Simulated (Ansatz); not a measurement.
## Al₂O₃, space group Pnnm: a projected density of states, step by step

Computed with Ansatz 0.2.0 through its Python package.

Interactive session:
```pycon
>>> import ansatz as az
>>> import numpy as np
>>> vectors = np.array([
...     [4.613777, 0.0, 0.0],
...     [0.0, 9.563279, 0.0],
...     [0.0, 0.0, 3.119862],
... ])
>>> crystal = (
...     az.Lattice.of(vectors)
...     .atom('Al', (0.517025, 0.324573, 0.5))
...     .atom('Al', (0.482975, 0.675427, 0.5))
...     .atom('Al', (0.017025, 0.175427, 0.0))
...     .atom('Al', (0.982975, 0.824573, 0.0))
...     .atom('O', (0.876365, 0.24695, 0.5))
...     .atom('O', (0.0, 0.0, 0.0))
...     .atom('O', (0.623635, 0.74695, 0.0))
...     .atom('O', (0.376365, 0.25305, 0.0))
...     .atom('O', (0.123635, 0.75305, 0.5))
...     .atom('O', (0.5, 0.5, 0.5))
... )
>>> calculation = (
...     crystal.calculation()
...     .functional('lda')
...     .occupations(az.OccupationsMethod.FIXED)
...     .kpoints(6, 4, 8)
...     .scf(extra_bands=26)
...     .density_of_states(projected=True, energy_step=0.1)
... )
>>> def show(event):
...     row = event['data']
...     if event['event'] == 'scf_iter' and row.get('harris_foulkes_ev') is not None:
...         print(f'  iteration {row["iter"]:3d}  Harris-Foulkes {row["harris_foulkes_ev"]:.5f} eV  residual {row["dr2_ev"]:.2e}')
...
>>> done = calculation.session().plan().execute(on_event=show)
DeckWarning: basis.ecutwfc = 420 eV, auto-derived from the records' recommended cutoffs: set by Al (normal level)
  iteration   1  Harris-Foulkes -5397.52765 eV  residual 2.40e-01
  iteration   2  Harris-Foulkes -5397.46180 eV  residual 1.01e-02
  iteration   3  Harris-Foulkes -5397.45946 eV  residual 2.52e-03
  iteration   4  Harris-Foulkes -5397.45940 eV  residual 8.47e-04
  iteration   5  Harris-Foulkes -5397.45926 eV  residual 3.73e-05
  iteration   6  Harris-Foulkes -5397.45929 eV  residual 1.41e-06
  iteration   7  Harris-Foulkes -5397.45930 eV  residual 2.06e-08
>>> report = done.report
>>> type(done).__name__, type(report).__name__
('RunOutcome', 'dict')
>>> {key: value for key, value in report.items() if isinstance(value, (int, float)) and 'ev' in key}
{'gap_by_band_count_ev': 3.3616738055738407, 'fermi_energy_ev': 2.4703420442731203, 'harris_foulkes_ev': -5397.45929542354, 'free_energy_ev': -5397.459295443904, 'internal_energy_ev': -5397.459295443904, 'lagrangian_ev': -5397.459295443904, 'energy_sigma0_ev': -5397.459295443904, 'lagrangian_sigma0_ev': -5397.459295443904, 'entropy_ts_ev': 0.0, 'loop_fermi_energy_ev': 2.4703420442689414, 'occupations_fermi_energy_ev': 2.4703420442731203}
>>> report['kweights']
[0.005208333333333333, 0.010416666666666666, 0.010416666666666666, 0.010416666666666666, 0.005208333333333333, 0.010416666666666666, 0.020833333333333332, 0.020833333333333332, 0.020833333333333332, 0.010416666666666666, 0.005208333333333333, 0.010416666666666666, 0.010416666666666666, 0.010416666666666666, 0.005208333333333333, 0.010416666666666666, 0.020833333333333332, 0.020833333333333332, 0.020833333333333332, 0.010416666666666666, 0.020833333333333332, 0.041666666666666664, 0.041666666666666664, 0.041666666666666664, 0.020833333333333332, 0.010416666666666666, 0.020833333333333332, 0.020833333333333332, 0.020833333333333332, 0.010416666666666666, 0.010416666666666666, 0.020833333333333332, 0.020833333333333332, 0.020833333333333332, 0.010416666666666666, 0.020833333333333332, 0.041666666666666664, 0.041666666666666664, 0.041666666666666664, 0.020833333333333332, 0.010416666666666666, 0.020833333333333332, 0.020833333333333332, 0.020833333333333332, 0.010416666666666666, 0.005208333333333333, 0.010416666666666666, 0.010416666666666666, 0.010416666666666666, 0.005208333333333333, 0.010416666666666666, 0.020833333333333332, 0.020833333333333332, 0.020833333333333332, 0.010416666666666666, 0.005208333333333333, 0.010416666666666666, 0.010416666666666666, 0.010416666666666666, 0.005208333333333333]
>>> dos = done.density_of_states()
>>> energy = np.asarray(dos.energies_ev) - dos.fermi_ev
>>> curves = {}
>>> for site in done.projected_density_of_states().sites:
...     for shell in site.shells:
...         weight = sum(np.sum(curve.g_bin_mean_per_ev, axis=0) for curve in shell.curves)
...         name = f'{site.species} {shell.label}'
...         curves[name] = curves.get(name, 0) + weight
...
>>> print('E-EF   ' + ' '.join(f'{name:>8s}' for name in curves))
E-EF      Al 3S    Al 3P     O 2S     O 2P
>>> for e in np.arange(-6, 6 + 0.1, 1.0):
...     print(f'{e:5.1f}  ' + ' '.join(f'{np.interp(e, energy, g):8.3f}' for g in curves.values()))
...
 -6.0     0.814    0.468    0.119    4.479
 -5.0     0.233    0.288    0.068    2.308
 -4.0     0.077    0.615    0.026    3.989
 -3.0     0.013    0.244    0.041    3.156
 -2.0     0.004    0.199    0.053    7.447
 -1.0     0.008    0.561    0.074    8.111
  0.0     0.000    0.053    0.001    1.656
  1.0     0.000    0.000    0.000    0.000
  2.0     0.000    0.000    0.000    0.000
  3.0     0.000    0.000    0.000    0.000
  4.0     0.126    0.049    0.076    0.018
  5.0     0.240    0.264    0.205    0.094
  6.0     0.252    0.677    0.303    0.207
```

Notes:
- Total energies depend on the potentials; only differences at equal settings carry meaning. A total without «per atom» is that of the whole cell that was run.
- Semilocal gaps usually lie well under measured ones.
- Under fixed occupations the level called the Fermi level is the highest filled one on the SCF mesh; off the mesh a filled band can lie a little above it.
- The zero of the levels is a convention of the potentials, so an absolute Fermi energy is no work function.
- The crystal has a gap of about 3.36 eV on the mesh; bins of finite width blur the band edges.
- This cell is a computed structure, which may not be the phase found in nature.
- Levels are Kohn-Sham eigenvalues on this mesh.
- Warnings are shown shortened and without file and line.
- Curves are summed over the cell's atoms. Only shells that the potentials hold have channels, so projections don't add up to the total, least of all where a shell is missing (p of most metals); heights and places of peaks move with the mesh.
- The density of states is complete only as far up as bands were computed.
- Timing: 23 s on 1 thread of Arm Neoverse V1 (shared host), peak memory 0.58 GiB.
